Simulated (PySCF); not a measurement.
CClH3, in a box:

```
C Cl H
1.0
    12.00000    0.00000    0.00000
     0.00000   11.00000    0.00000
     0.00000    0.00000   11.00000
C Cl H
1 1 3
Direct
  0.46645 0.48899 0.50209
  0.59898 0.46164 0.43629
  0.45279 0.42304 0.57422
  0.40319 0.47925 0.43196
  0.46537 0.58078 0.53880
```

Base run:

| Item | Value |
| --- | --- |
| Program | PySCF 2.14.0 |
| Functional | PBE |
| Potentials or basis | def2-svp (all-electron) |
| k mesh | 1 × 1 × 1 |
| Occupations | fixed |
| Spin | no spin polarisation |

Its results: gap between the frontier levels 7.03 eV.

After a change of settings the same cell gave: gap between the frontier levels 9.65 eV. Which change was it?
A. functional from PBE to SVWN5
B. functional from PBE to SCAN0
C. functional from PBE to PBEsol0
D. functional from PBE to HCTH407; dispersion from none to D3(BJ)

C.

PBEsol0 gives the wider gap, since exact exchange removes part of the self-interaction.

Caveats: this is a molecule in a periodic box at the Γ point, so its band gap is the HOMO-LUMO gap; the basis of atomic orbitals isn't converged, which shifts pressures, moduli and gaps.
